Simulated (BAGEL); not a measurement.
**GaNH2Cl2 (GaCl2(NH2)) at 4 levels**

We compute a comparison of 4 runs (HF/STO-3G, HF/3-21G, HF/6-31G*, HF/cc-pVDZ) of GaNH2Cl2 (GaCl2(NH2)). 

The results are computed with BAGEL 1.2.2.

2 further runs of the same task are left out: 2 set aside as unsound or not needed.

### Step 1. The structure to begin with

The species is GaNH2Cl2 (6 atoms), meant as a singlet with charge 0. As SMILES, `[NH2][Ga]([Cl])[Cl]`. One bond was lengthened or shortened from a relaxed shape.

Bond lengths: Ga1–Cl2 2.392 Å, Ga1–Cl3 2.079 Å, Ga1–N4 1.838 Å, N4–H5 1.014 Å, N4–H6 1.013 Å. Angles: Cl2–Ga1–Cl3 122.2°, Cl2–Ga1–N4 118.7°, Cl3–Ga1–N4 118.9°, Ga1–N4–H5 120.0°, Ga1–N4–H6 119.8°, H5–N4–H6 109.8°.

### Step 2. A single-point energy at HF/STO-3G (density fitting with qzvpp-jkfit) (run 1)

input.json

```json
{ "bagel" : [

{
  "title" : "molecule",
  "basis" : "sto-3g",
  "df_basis" : "qzvpp-jkfit",
  "angstrom" : true,
  "geometry" : [
    { "atom" : "Ga", "xyz" : [    0.073238,    0.659868,   -0.039132 ] },
    { "atom" : "Cl", "xyz" : [    2.435570,    0.610280,    0.331860 ] },
    { "atom" : "Cl", "xyz" : [   -0.962672,    2.436268,   -0.347432 ] },
    { "atom" : "N", "xyz" : [   -0.875902,   -0.907832,    0.102008 ] },
    { "atom" : "H", "xyz" : [   -1.811072,   -0.970862,   -0.283952 ] },
    { "atom" : "H", "xyz" : [   -0.399872,   -1.795372,   -0.005312 ] }
  ]
},
{
  "title" : "hf"
},
{
  "title" : "print",
  "file" : "orbitals.molden",
  "orbitals" : true
}

]}
```

On the command line:

```
$ BAGEL_NUM_THREADS=1 BAGEL input.json > input.out
```

Standard output:

```text
* using 1 threads per process

  ===============================================================
  ===============================================================

  *** Geometry ***

  { "atom" : "Ga", "xyz" : [      0.138400,      1.246970,     -0.073949 ] },
  { "atom" : "Cl", "xyz" : [      4.602560,      1.153262,      0.627125 ] },
  { "atom" : "Cl", "xyz" : [     -1.819186,      4.603879,     -0.656551 ] },
  { "atom" : "N", "xyz" : [     -1.655215,     -1.715554,      0.192767 ] },
  { "atom" : "H", "xyz" : [     -3.422430,     -1.834663,     -0.536592 ] },
  { "atom" : "H", "xyz" : [     -0.755649,     -3.392761,     -0.010038 ] },

  Number of auxiliary basis functions:      635

  Since a DF basis is specified, we compute 2- and 3-index integrals:
    o Being stored without compression. Storage requirement is 0.009 GB

  Number of basis functions:       43
  Number of electrons      :       74

    * METHOD: MOLECULE                             0.28

  *** RHF ***

  === Nuclear Repulsion ===
   417.9195396656

      * DIIS with orbital gradients will be used.

  === RHF iteration (sto-3g) ===
      0      -2864.99830228          0.00945026           0.06
      1      -2865.07778454          0.00299631           0.05
      2      -2865.08452266          0.00084026           0.05
      3      -2865.08550757          0.00032309           0.05
      4      -2865.08577850          0.00016575           0.05
      5      -2865.08588644          0.00006591           0.05
      6      -2865.08590480          0.00002325           0.05
      7      -2865.08590687          0.00000922           0.05
      8      -2865.08590721          0.00000339           0.05
      9      -2865.08590725          0.00000121           0.05
     10      -2865.08590726          0.00000057           0.05
     11      -2865.08590726          0.00000031           0.05
     12      -2865.08590726          0.00000014           0.05
     13      -2865.08590726          0.00000007           0.06
     14      -2865.08590726          0.00000003           0.05
     15      -2865.08590726          0.00000001           0.05
     16      -2865.08590726          0.00000001           0.05
    * SCF iteration converged.

    * Permanent dipole moment:
           (    0.896291,     1.012662,     0.373626) a.u.

    * METHOD: HF                                   1.07

    * METHOD: PRINT                                0.00

  ===============================================================
```

It took 1.5 s on 1 thread of Arm Neoverse V2, shared host; peak memory 0.099 GiB.

### Step 3. The energy at HF/3-21G (density fitting with qzvpp-jkfit) (run 2)

job.json

```json
{ "bagel": [

{
  "title": "molecule",
  "basis": "3-21g",
  "df_basis": "qzvpp-jkfit",
  "angstrom": true,
  "geometry": [
    { "atom": "Ga", "xyz": [       0.073238,       0.659868,      -0.039132 ] },
    { "atom": "Cl", "xyz": [       2.435570,       0.610280,       0.331860 ] },
    { "atom": "Cl", "xyz": [      -0.962672,       2.436268,      -0.347432 ] },
    { "atom": "N", "xyz": [      -0.875902,      -0.907832,       0.102008 ] },
    { "atom": "H", "xyz": [      -1.811072,      -0.970862,      -0.283952 ] },
    { "atom": "H", "xyz": [      -0.399872,      -1.795372,      -0.005312 ] }
  ]
},

{ "title": "hf" },

{ "title": "print", "file": "orbitals.molden", "orbitals": true }

]}
```

On the command line:

```
$ BAGEL_NUM_THREADS=1 BAGEL job.json > job.out
```

Standard output:

```text
* using 1 threads per process

  ===============================================================
  ===============================================================

  *** Geometry ***

  { "atom" : "Ga", "xyz" : [      0.138400,      1.246970,     -0.073949 ] },
  { "atom" : "Cl", "xyz" : [      4.602560,      1.153262,      0.627125 ] },
  { "atom" : "Cl", "xyz" : [     -1.819186,      4.603879,     -0.656551 ] },
  { "atom" : "N", "xyz" : [     -1.655215,     -1.715554,      0.192767 ] },
  { "atom" : "H", "xyz" : [     -3.422430,     -1.834663,     -0.536592 ] },
  { "atom" : "H", "xyz" : [     -0.755649,     -3.392761,     -0.010038 ] },

  Number of auxiliary basis functions:      635

  Since a DF basis is specified, we compute 2- and 3-index integrals:
    o Being stored without compression. Storage requirement is 0.019 GB

  Number of basis functions:       61
  Number of electrons      :       74

    * METHOD: MOLECULE                             0.29

  *** RHF ***

  === Nuclear Repulsion ===
   417.9195396656

      * DIIS with orbital gradients will be used.

  === RHF iteration (3-21g) ===
      0      -2883.76903568          0.01955149           0.09
      1      -2883.86919119          0.01079751           0.10
      2      -2883.90084689          0.00103477           0.10
      3      -2883.90145434          0.00029036           0.09
      4      -2883.90152807          0.00005672           0.08
      5      -2883.90153313          0.00001574           0.08
      6      -2883.90153354          0.00000452           0.10
      7      -2883.90153356          0.00000163           0.09
      8      -2883.90153357          0.00000056           0.10
      9      -2883.90153357          0.00000022           0.08
     10      -2883.90153357          0.00000009           0.08
     11      -2883.90153357          0.00000002           0.08
     12      -2883.90153357          0.00000001           0.08
    * SCF iteration converged.

    * Permanent dipole moment:
           (    1.095566,     1.082464,     0.549083) a.u.

    * METHOD: HF                                   1.32

    * METHOD: PRINT                                0.01

  ===============================================================
```

Run time: 1.8 s. Hardware: 1 thread of Arm Neoverse V2, shared host; peak memory 0.13 GiB.

Run 3 isn't shown in full; the table further down has it.

### Step 4. The energy at HF/cc-pVDZ (density fitting with qzvpp-jkfit) (run 4)

input.json

```json
{ "bagel": [

{
  "title": "molecule",
  "basis": "cc-pvdz.json",
  "df_basis": "qzvpp-jkfit",
  "angstrom": true,
  "geometry": [
    { "atom": "Ga", "xyz": [       0.073238,       0.659868,      -0.039132 ] },
    { "atom": "Cl", "xyz": [       2.435570,       0.610280,       0.331860 ] },
    { "atom": "Cl", "xyz": [      -0.962672,       2.436268,      -0.347432 ] },
    { "atom": "N", "xyz": [      -0.875902,      -0.907832,       0.102008 ] },
    { "atom": "H", "xyz": [      -1.811072,      -0.970862,      -0.283952 ] },
    { "atom": "H", "xyz": [      -0.399872,      -1.795372,      -0.005312 ] }
  ]
},

{ "title": "hf" },

{ "title": "print", "file": "orbitals.molden", "orbitals": true }

]}
```

The basis set cc-pVDZ is read from a file made from the Basis Set Exchange's data (not shown).

On the command line:

```
$ BAGEL_NUM_THREADS=1 BAGEL input.json > input.out
```

Standard output:

```text
* using 1 threads per process

  ===============================================================
  ===============================================================

  *** Geometry ***

  { "atom" : "Ga", "xyz" : [      0.138400,      1.246970,     -0.073949 ] },
  { "atom" : "Cl", "xyz" : [      4.602560,      1.153262,      0.627125 ] },
  { "atom" : "Cl", "xyz" : [     -1.819186,      4.603879,     -0.656551 ] },
  { "atom" : "N", "xyz" : [     -1.655215,     -1.715554,      0.192767 ] },
  { "atom" : "H", "xyz" : [     -3.422430,     -1.834663,     -0.536592 ] },
  { "atom" : "H", "xyz" : [     -0.755649,     -3.392761,     -0.010038 ] },

  Number of auxiliary basis functions:      635

  Since a DF basis is specified, we compute 2- and 3-index integrals:
    o Being stored without compression. Storage requirement is 0.038 GB

  Number of basis functions:       87
  Number of electrons      :       74

    * METHOD: MOLECULE                             0.37

  *** RHF ***

  === Nuclear Repulsion ===
   417.9195396656

      * DIIS with orbital gradients will be used.

  === RHF iteration (cc-pvdz.json) ===
      0      -2897.76641276          0.01507012           0.13
      1      -2897.90256903          0.01049296           0.13
      2      -2897.96977909          0.00096921           0.13
      3      -2897.97080810          0.00029260           0.13
      4      -2897.97092713          0.00007285           0.13
      5      -2897.97093257          0.00001785           0.13
      6      -2897.97093310          0.00000682           0.13
      7      -2897.97093321          0.00000194           0.13
      8      -2897.97093322          0.00000078           0.13
      9      -2897.97093322          0.00000027           0.13
     10      -2897.97093322          0.00000009           0.13
     11      -2897.97093322          0.00000003           0.13
     12      -2897.97093322          0.00000001           0.13
     13      -2897.97093322          0.00000000           0.13
    * SCF iteration converged.

    * Permanent dipole moment:
           (    0.999556,     0.729084,     0.434809) a.u.

    * METHOD: HF                                   2.02

    * METHOD: PRINT                                0.01

  ===============================================================
```

Wall time 2.5 s (1 thread of Arm Neoverse V2, shared host); peak memory 0.17 GiB.

### Step 5. Overview of the runs

```tsv
run	level	energy (Eh)	dipole moment (D)	HOMO energy (eV)	LUMO energy (eV)	wall time
1	HF/STO-3G (density fitting with qzvpp-jkfit)	-2865.085907	3.57	-9.22	4.43	1.5 s
2	HF/3-21G (density fitting with qzvpp-jkfit)	-2883.901534	4.16	-11.62	1.08	1.8 s
3	HF/6-31G* (density fitting with qzvpp-jkfit, spherical functions)	-2897.661487	3.43	-11.62	1.27	2.6 s
4	HF/cc-pVDZ (density fitting with qzvpp-jkfit)	-2897.970933	3.33	-11.57	1.61	2.5 s
```

### Step 6. Summary of results

```
            quantity           value
 run 4: total energy  -2897.97093 Eh
run 4: dipole moment          3.33 D
  run 4: HOMO energy       -11.57 eV
  run 4: LUMO energy         1.61 eV
run 4: HOMO–LUMO gap        13.18 eV
```

What this shows: The dipole moment (its size) runs from 3.33 D (HF/cc-pVDZ) to 4.16 D (HF/3-21G). The HOMO–LUMO gap runs from 12.70 eV (HF/3-21G) to 13.65 eV (HF/STO-3G). In run 1 the basis is minimal, so the values are rough. All runs together took 8.4 s, the longest 2.6 s.
